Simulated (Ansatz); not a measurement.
Input of an Ansatz 0.2.0 run:

input.yaml

```yaml
crystal:
  lattice:
    - [0.0, 3.235, 3.235]
    - [3.235, 0.0, 3.235]
    - [3.235, 3.235, 0.0]
  atoms:
    - { symbol: Bi, position: [0.0, 0.0, 0.0] }
    - { symbol: Te, position: [0.5, 0.5, 0.5] }
hamiltonian:
  xc: pbe
  pseudopotentials: { kind: paw }
kpoints:
  mp_grid: { grid: [7, 7, 7] }
scf:
  occupations: { method: fermi_dirac, width: 0.05 }
output:
  forces: true
  stress: true
  eigenvalues: true
  write_density: true
  write_potential: true
  elf: true
  volumetric_format: npy
relax:
  f_tol: 0.01
  max_steps: 40
  cell: { stress_tol: 0.05, p_target: 10.0 }
```

Potentials or basis: Ansatz PAW.

Command:

```bash
$ ansatz run input.yaml --threads 2 --pin off --max-ram 5632MiB --backend cpu --events-out ev --progress --plain --runs-dir out
```

(1) What does it give for the relaxed cell?

(2) What does it give for the space group after relaxing (to 0.05 Å)?

(3) Predict the relaxed volume.

Answers

(1) a = 4.375 Å, b = 4.375 Å, c = 4.375 Å, α = 60.00°, β = 60.00°, γ = 60.00°.

(2) Fm-3m (No. 225).

(3) 29.61 Å³/atom.

Caveat: spin-orbit coupling is left out, which moves the levels of the heavy elements.
